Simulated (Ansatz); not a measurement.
# C₂H₃BCl₂: geometry and vibrations

What shape does C₂H₃BCl₂ take? The plan is to relax it, then compute its harmonic vibrations to see whether it is a minimum and to get the zero-point energy and entropy, and look at its orbitals and charge.

Computed with Ansatz 0.2.0, Gaussian basis. Level: RKS PBE0-D4/def2-TZVP.

Plan: relaxation at PBE-D4/def2-SVP; relaxation at PBE0-D4/def2-TZVP; harmonic vibrations at the same level; a single point in def2-TZVPP for the fields.

### 1 The system as given

SMILES `C=CB(Cl)Cl`, 8 atoms, charge 0, spin multiplicity 1.

Atoms are counted from 1 here; the program's logs count them from 0.

Bond lengths: C1–C2 1.324 Å, C1–H6 1.082 Å, C1–H7 1.118 Å, C2–B3 1.589 Å, C2–H8 1.060 Å, B3–Cl4 1.792 Å, B3–Cl5 1.853 Å. Angles: C2–C1–H6 122.4°, C2–C1–H7 121.6°, H6–C1–H7 115.3°, C1–C2–B3 123.6°, C1–C2–H8 116.8°, B3–C2–H8 119.5°, C2–B3–Cl4 118.9°, C2–B3–Cl5 121.6°, Cl4–B3–Cl5 119.2°.

As a file:

```xyz
8
C2H3BCl2
C     0.5233    0.8919    0.8258
C    -0.0772   -0.2490    0.5239
B    -0.4208   -0.6961   -0.9617
Cl   -1.0724   -2.3416   -1.2434
Cl   -0.0166    0.3781   -2.4170
H     0.6720    1.2168    1.8466
H     0.7598    1.6541    0.0431
H    -0.2759   -0.9114    1.3270
```

The start is a force-field geometry with small random shifts, so a cheaper pass at PBE-D4/def2-SVP comes first.

### 2 Relaxation at PBE-D4/def2-SVP (cheap first pass)

in.yaml

```yaml
crystal:
  periodic: [false, false, false]
  atoms:
    - {symbol: C, position_ang: [0.523300, 0.891900, 0.825800]}
    - {symbol: C, position_ang: [-0.077200, -0.249000, 0.523900]}
    - {symbol: B, position_ang: [-0.420800, -0.696100, -0.961700]}
    - {symbol: Cl, position_ang: [-1.072400, -2.341600, -1.243400]}
    - {symbol: Cl, position_ang: [-0.016600, 0.378100, -2.417000]}
    - {symbol: H, position_ang: [0.672000, 1.216800, 1.846600]}
    - {symbol: H, position_ang: [0.759800, 1.654100, 0.043100]}
    - {symbol: H, position_ang: [-0.275900, -0.911400, 1.327000]}
basis:
  gaussian: {orbitals: def2-SVP}
hamiltonian: {xc: pbe, dispersion: d4}
relax: {f_tol: 0.03, max_steps: 200}
```

Launch:

```bash
$ ansatz run in.yaml --threads 4 --pin off --events-out ev --progress --plain --max-ram 10444MiB
```

The log of the run, shortened:

```text
Functional definition: PBE
  name "PBE"
  cite "Perdew, Burke & Ernzerhof, Phys. Rev. Lett. 77, 3865 (1996) doi:10.1103/PhysRevLett.77.3865"
  parent pbe
[...]
1034 factors; their error is unknown
[...]
mean field -27822.03295937 eV, -1022.4408528056 hartree, gradient 3.5e-5 eV, S^2 0.000000; 0 other end points of the search recorded, 0 dependent functions left out
[...]
reference -27822.03298808 eV, -1022.4408538608 hartree; 27, 27 occupied and 66, 66 virtual orbitals, 1034 factors
relax step   1: F+E_penalty+E_count = -27822.23506923 eV  Δ(F+E_penalty+E_count) = +0.000e0 eV  max|allowed force component| = 2.442e0 eV/Å  Δτ_max = 0.0000 Å  (29 SCF iters, accepted)
[...]
relax step   5: F+E_penalty+E_count = -27822.44997733 eV  Δ(F+E_penalty+E_count) = -2.973e-2 eV  max|allowed force component| = 3.002e-1 eV/Å  Δτ_max = 0.0397 Å  (31 SCF iters, accepted)
[...]
relax step   6: F+E_penalty+E_count = -27822.45710387 eV  Δ(F+E_penalty+E_count) = -7.127e-3 eV  max|allowed force component| = 2.869e-2 eV/Å  Δτ_max = 0.0242 Å  (31 SCF iters, accepted)
1034 factors; their error is unknown
[...]
mean field -27822.25151681 eV, -1022.4488846434 hartree, gradient 2.1e-5 eV, S^2 0.000000; 1 other end points of the search recorded, 0 dependent functions left out
[...]
reference -27822.25154568 eV, -1022.4488857042 hartree; 27, 27 occupied and 66, 66 virtual orbitals, 1034 factors
Total energy: -27822.45713274 eV, -1022.4564408894 hartree
Atom 0 at     0.488093     0.933775     0.809354 Å, force     0.003985     0.000652    -0.008618 eV/Å
Atom 1 at    -0.059714    -0.263614     0.497323 Å, force     0.010688     0.019564     0.010976 eV/Å
Atom 2 at    -0.371301    -0.707915    -0.952984 Å, force     0.014045     0.026773     0.006073 eV/Å
Atom 3 at    -1.091167    -2.288290    -1.262309 Å, force    -0.001523    -0.001632    -0.008593 eV/Å
Atom 4 at    -0.021509     0.337496    -2.335547 Å, force    -0.011817    -0.021914    -0.011420 eV/Å
Atom 5 at     0.702525     1.231134     1.850003 Å, force    -0.002168    -0.000276    -0.012190 eV/Å
Atom 6 at     0.742251     1.661140     0.019038 Å, force     0.001297     0.005519     0.014116 eV/Å
Atom 7 at    -0.296977    -0.960926     1.319421 Å, force    -0.014506    -0.028685     0.009658 eV/Å
Dipole moment:     0.093617     0.159109     0.296678 e Å
```

Wall time 6 s (4 threads of Arm Neoverse V1, shared host).

Relaxation path:

```
step  energy from step 1 (eV)  largest force component (eV/Å)
   1                   0.0000                          2.4417
   2                  -0.0080                          1.4522
   3                  -0.1644                          0.8512
   4                  -0.1852                          0.7649
   5                  -0.2149                          0.3002
   6                  -0.2220                          0.0287
```

Close pairs (by a distance rule), those that changed most:

```
  bond  before (Å)  after (Å)  change (Å)
B3–Cl5       1.853      1.768      -0.085
 C2–H8       1.060      1.104      +0.044
 C2–B3       1.589      1.549      -0.041
 C1–C2       1.324      1.353      +0.029
B3–Cl4       1.792      1.764      -0.028
 C1–H6       1.082      1.103      +0.022
 C1–H7       1.118      1.104      -0.014
```

### 3 Optimising with PBE0-D4/def2-TZVP

in.yaml

```yaml
crystal:
  periodic: [false, false, false]
  atoms:
    - {symbol: C, position_ang: [0.488093, 0.933775, 0.809354]}
    - {symbol: C, position_ang: [-0.059714, -0.263614, 0.497323]}
    - {symbol: B, position_ang: [-0.371301, -0.707915, -0.952984]}
    - {symbol: Cl, position_ang: [-1.091167, -2.288290, -1.262309]}
    - {symbol: Cl, position_ang: [-0.021509, 0.337496, -2.335547]}
    - {symbol: H, position_ang: [0.702525, 1.231134, 1.850003]}
    - {symbol: H, position_ang: [0.742251, 1.661140, 0.019038]}
    - {symbol: H, position_ang: [-0.296977, -0.960926, 1.319421]}
basis:
  gaussian: {orbitals: def2-TZVP}
hamiltonian: {xc: pbe0, dispersion: d4}
relax: {f_tol: 0.005, max_steps: 150}
```

Launched as before.

The log of the run, shortened:

```text
Functional definition: PBE0
  name "PBE0"
  cite "Adamo & Barone, J. Chem. Phys. 110, 6158 (1999) doi:10.1063/1.478522"
  cite "Perdew, Burke & Ernzerhof, Phys. Rev. Lett. 77, 3865 (1996) doi:10.1103/PhysRevLett.77.3865"
  parent pbe
[...]
1197 factors; their error is unknown
[...]
mean field -27836.24817072 eV, -1022.9632521874 hartree, gradient 3.9e-5 eV, S^2 0.000000; 0 other end points of the search recorded, 0 dependent functions left out
[...]
reference -27836.24819911 eV, -1022.9632532308 hartree; 27, 27 occupied and 158, 158 virtual orbitals, 1197 factors
relax step   1: F+E_penalty+E_count = -27836.42225629 eV  Δ(F+E_penalty+E_count) = +0.000e0 eV  max|allowed force component| = 5.758e-1 eV/Å  Δτ_max = 0.0000 Å  (28 SCF iters, accepted)
[...]
reference -27836.28277126 eV, -1022.9645237336 hartree; 27, 27 occupied and 158, 158 virtual orbitals, 1197 factors
Total energy: -27836.45808290 eV, -1022.9709663177 hartree
Atom 0 at     0.484112     0.923313     0.802010 Å, force    -0.000904    -0.000798     0.000457 eV/Å
Atom 1 at    -0.057768    -0.256781     0.495643 Å, force     0.000829     0.001786     0.000046 eV/Å
Atom 2 at    -0.365570    -0.696181    -0.944710 Å, force     0.000207     0.000080    -0.000893 eV/Å
Atom 3 at    -1.076716    -2.266818    -1.244401 Å, force    -0.000306    -0.000310     0.000055 eV/Å
Atom 4 at    -0.026952     0.330345    -2.322864 Å, force    -0.000029    -0.000244     0.000669 eV/Å
Atom 5 at     0.693062     1.212770     1.827054 Å, force     0.000125    -0.000121    -0.000126 eV/Å
Atom 6 at     0.737714     1.642960     0.029878 Å, force     0.000091    -0.000047    -0.000280 eV/Å
Atom 7 at    -0.295680    -0.946809     1.301689 Å, force    -0.000012    -0.000346     0.000070 eV/Å
Dipole moment:     0.110682     0.190485     0.340064 e Å
```

Run time: 18 s. Hardware: 4 threads of Arm Neoverse V1, shared host.

Along the way:

```
step  energy from step 1 (eV)  largest force component (eV/Å)
   1                   0.0000                          0.5758
   2                  -0.0327                          0.1626
   3                  -0.0348                          0.0860
   4                  -0.0358                          0.0105
   5                  -0.0358                          0.0059
   6                  -0.0358                          0.0018
```

Close pairs (by a distance rule), those that changed most:

```
  bond  before (Å)  after (Å)  change (Å)
 C1–C2       1.353      1.334      -0.019
 C1–H7       1.104      1.086      -0.018
 C1–H6       1.103      1.085      -0.018
B3–Cl5       1.768      1.751      -0.017
 C2–H8       1.104      1.087      -0.016
B3–Cl4       1.764      1.750      -0.014
 C2–B3       1.549      1.537      -0.011
```

Mulliken charges at the end point, from the run's report:

```
atom  value (e)
  C1      -0.18
  C2      -0.22
  B3       0.22
 Cl4      -0.11
 Cl5      -0.12
  H6       0.14
  H7       0.14
  H8       0.12
```

### 4 Harmonic vibrations

in.yaml

```yaml
crystal:
  periodic: [false, false, false]
  atoms:
    - {symbol: C, position_ang: [0.484112, 0.923313, 0.802010]}
    - {symbol: C, position_ang: [-0.057768, -0.256781, 0.495643]}
    - {symbol: B, position_ang: [-0.365570, -0.696181, -0.944710]}
    - {symbol: Cl, position_ang: [-1.076716, -2.266818, -1.244401]}
    - {symbol: Cl, position_ang: [-0.026952, 0.330345, -2.322864]}
    - {symbol: H, position_ang: [0.693062, 1.212770, 1.827054]}
    - {symbol: H, position_ang: [0.737714, 1.642960, 0.029878]}
    - {symbol: H, position_ang: [-0.295680, -0.946809, 1.301689]}
basis:
  gaussian: {orbitals: def2-TZVP}
hamiltonian: {xc: pbe0, dispersion: d4}
phonons: {temperatures: {t_min: 298.15, t_max: 900, t_step: 200}}
```

Launched as before.

The log of the run, shortened:

```text
Functional definition: PBE0
  name "PBE0"
  cite "Adamo & Barone, J. Chem. Phys. 110, 6158 (1999) doi:10.1063/1.478522"
  cite "Perdew, Burke & Ernzerhof, Phys. Rev. Lett. 77, 3865 (1996) doi:10.1103/PhysRevLett.77.3865"
  parent pbe
[...]
1197 factors; their error is unknown
[...]
mean field -27836.28274122 eV, -1022.9645226298 hartree, gradient 4.6e-5 eV, S^2 0.000000; 0 other end points of the search recorded, 0 dependent functions left out
[...]
reference -27836.28276947 eV, -1022.9645236679 hartree; 27, 27 occupied and 158, 158 virtual orbitals, 1197 factors
[...]
1197 factors; their error is unknown
mean field -27836.28267592 eV, -1022.9645202299 hartree, gradient 2.6e-6 eV, S^2 0.000000; 0 other end points of the search recorded, 0 dependent functions left out
[...]
reference -27836.28270416 eV, -1022.9645212680 hartree; 27, 27 occupied and 158, 158 virtual orbitals, 1197 factors
[...]
Atom 0 at     0.484112     0.923313     0.802010 Å, force    -0.000893    -0.000789     0.000440 eV/Å
Atom 1 at    -0.057768    -0.256781     0.495643 Å, force     0.000818     0.001780     0.000058 eV/Å
Atom 2 at    -0.365570    -0.696181    -0.944710 Å, force     0.000206     0.000067    -0.000918 eV/Å
Atom 3 at    -1.076716    -2.266818    -1.244401 Å, force    -0.000311    -0.000318     0.000060 eV/Å
Atom 4 at    -0.026952     0.330345    -2.322864 Å, force    -0.000029    -0.000241     0.000674 eV/Å
Atom 5 at     0.693062     1.212770     1.827054 Å, force     0.000122    -0.000123    -0.000117 eV/Å
Atom 6 at     0.737714     1.642960     0.029878 Å, force     0.000097    -0.000028    -0.000270 eV/Å
Atom 7 at    -0.295680    -0.946809     1.301689 Å, force    -0.000011    -0.000347     0.000072 eV/Å
Dipole moment:     0.110682     0.190486     0.340063 e Å
Vibrations: 92.10 194.11 263.14 378.56 405.50 553.97 652.97 929.13 1029.12 1033.40 1047.07 1146.76 1316.59 1447.33 1675.93 3146.72 3164.30 3236.32 cm⁻¹, zero-point energy 1.346037 eV
```

It took 90 s on 4 threads of Arm Neoverse V1, shared host.

Motions are named by where the mode's potential energy lies. The modes, unscaled (a negative number is an imaginary wavenumber):

```
mode  cm⁻¹                          motion
   1    92                         torsion
   2   194                            bend
   3   263                            bend
   4   379                         torsion
   5   406          bend with B–Cl stretch
   6   554                    B–Cl stretch
   7   653                         torsion
   8   929          B–Cl stretch with bend
   9  1029                            bend
  10  1033  torsion with out-of-plane bend
  11  1047                         torsion
  12  1147           B–C stretch with bend
  13  1317                            bend
  14  1447                            bend
  15  1676                     C–C stretch
  16  3147                     C–H stretch
  17  3164                     C–H stretch
  18  3236                     C–H stretch
```

Ideal gas, rigid rotor and harmonic oscillator at 298.15 K and 1 bar, with symmetry number 1:

```
                term            value
   zero-point energy     129.9 kJ/mol
          H(298) − E     147.5 kJ/mol
entropy, translation  167.3 J/(mol K)
   entropy, rotation  115.4 J/(mol K)
  entropy, vibration   45.2 J/(mol K)
      entropy, total  328.0 J/(mol K)
```

### 5 A single point for the fields

Edit in.yaml of step 4 so:

```diff
@@ -12,4 +12,4 @@
 basis:
-  gaussian: {orbitals: def2-TZVP}
+  gaussian: {orbitals: def2-TZVPP}
 hamiltonian: {xc: pbe0, dispersion: d4}
-phonons: {temperatures: {t_min: 298.15, t_max: 900, t_step: 200}}
+output: {orbitals: {seedname: orbitals}}
```

Launched as before.

The log of the run:

```text
Functional definition: PBE0
  name "PBE0"
  cite "Adamo & Barone, J. Chem. Phys. 110, 6158 (1999) doi:10.1063/1.478522"
  cite "Perdew, Burke & Ernzerhof, Phys. Rev. Lett. 77, 3865 (1996) doi:10.1103/PhysRevLett.77.3865"
  parent pbe
  parameter a = 0.25
  parameter kappa = 0.804
  parameter beta = 0.06672455060314922
  exchange = (1 - a)*pbe_x(kappa = kappa, mu = beta*pi^2/3) + a*exact_x
  correlation = pbe_c(beta = beta)
1356 factors; their error is unknown
mean field evaluation 1: about -27830.6012 eV, gradient 4.8e1 eV
mean field evaluation 2: about -27827.7807 eV, gradient 5.6e1 eV
mean field evaluation 4: about -27836.2372 eV, gradient 2.4e0 eV
mean field evaluation 8: about -27836.2472 eV, gradient 4.4e-2 eV
mean field evaluation 16: about -27836.3118 eV, gradient 1.4e-4 eV
mean field -27836.31179635 eV, -1022.9655903860 hartree, gradient 2.9e-5 eV, S^2 0.000000; 0 other end points of the search recorded, 0 dependent functions left out
reference -27836.31182493 eV, -1022.9655914364 hartree; 27, 27 occupied and 192, 192 virtual orbitals, 1356 factors
Total energy: -27836.48713660 eV, -1022.9720340214 hartree
```

It took 2.3 s on 4 threads of Arm Neoverse V1, shared host; peak memory 0.52 GiB.

The fields below are evaluated on a grid from the run's orbitals.

Frontier orbitals at PBE0-D4/def2-TZVPP, with the share of their density that lies nearest to each atom:

```
orbital  energy (eV)                          lies on
 HOMO-1        -8.96               Cl4 57 %; Cl5 37 %
   HOMO        -8.54  C1, C2 about 36 % each; Cl5 8 %
   LUMO        -2.19        B3 36 %; C1 23 %; C2 11 %
```

ELF in a plane through or near 8 of the atoms.

Ten even steps from ' ' (0.00) to '@' (1.00):
```
                                                        
                                                        
                ....::::..                              
            ::++****####**==::                          
          ..++##%%####%%%%##--      ::                  
          ::**%%%%--==--@@##--  --##%%++::              
          ..++%%%%--##..%%++..::@@@@@@%%--              
            ..==####**##**::  ++@@@@@@##::              
      ..::::....::++++----....==######++--::            
    ..==######****--**++****++**::====%%%%%%++::        
    ::**%%@@##++%%##::--@@++::##++::@@@@@@@@%%==        
    ::**%%%%==**::%%====%%--##--**++%%@@@@@@%%==        
    ..==####----**##..  ++@@@@%%--..::##%%%%==          
      ::++##%%@@%%**..  **@@@@@@++..  ..::::            
        --++##%%##++    ++@@@@@@##::                    
          ::==++==::    ::%%@@@@++..                    
              ....        --==--                        
                                                        
                                                        
                                                        
```
The map spans 10.5 Å across and 9.0 Å up, centred on the molecule. Atoms in the plane (x, y in Å): C1 (1.3, 0.1), C2 (0.2, -0.5), B3 (-1.2, 0.1), Cl4 (-2.7, -0.8), Cl5 (-1.4, 1.9), H6 (2.3, -0.4), H7 (1.3, 1.2), H8 (0.2, -1.6).

log10 of the density (e/Å³) in the same plane.

Ten even steps from '0' (-4.0) to '9' (1.7):
```
0000000001110000000000000000
0000001122222110000000000000
0000012334443321000000000000
0000123455655432211100000000
0001234567776543333210000000
0001234678987554444321000000
0001235678987555565432100000
0012334567776555676543210000
0123445566766556777654321000
1234556666997667897665321000
1234667777877787777775431000
1235679977667897766765331000
1234677876556777555544321000
0234566665445676543332210000
0123455554444565432211000000
0012334443333444331100000000
0001222322222232210000000000
0000001110000111000000000000
0000000000000000000000000000
0000000000000000000000000000
```
The map spans 10.5 Å across and 9.0 Å up, centred on the molecule. Atoms in the plane (x, y in Å): C1 (1.3, 0.1), C2 (0.2, -0.5), B3 (-1.2, 0.1), Cl4 (-2.7, -0.8), Cl5 (-1.4, 1.9), H6 (2.3, -0.4), H7 (1.3, 1.2), H8 (0.2, -1.6).

On the surface of density 0.002 e/bohr³ the electrostatic potential runs, from the 1st to the 99th percentile, from -0.49 V near Cl5 to 1.08 V near H6.

### 6 What came out

| quantity | value |
| --- | --- |
| point group | Cs |
| steps | 6 + 6 |
| shift from the start (rms) | 0.060 Å |
| total energy | -27836.4581 eV |
| dispersion term | -175 meV |
| dipole moment | 1.95 D |
| lowest, highest wavenumber | 92, 3236 cm⁻¹ |
| zero-point energy | 129.9 kJ/mol |
| entropy at 298.15 K | 328.0 J/(mol K) |
| HOMO, LUMO | -8.54, -2.19 eV |

**Reading.** The atoms moved 0.06 Å (rms) from the start; the bond that changed most is B3–Cl5, from 1.853 to 1.751 Å. All wavenumbers are real, so the end point is a minimum. The stiffest mode, 3236 cm⁻¹, is a C–H stretch, and 2 modes under 200 cm⁻¹ make the vibrational entropy uncertain. Harmonic hybrid wavenumbers usually lie a few per cent above measured fundamentals. The largest Mulliken charge, +0.22 e, sits on B3. The HOMO lies mostly on C1, C2 about 36 % each; Cl5 8 % and the LUMO on B3 36 %; C1 23 %.
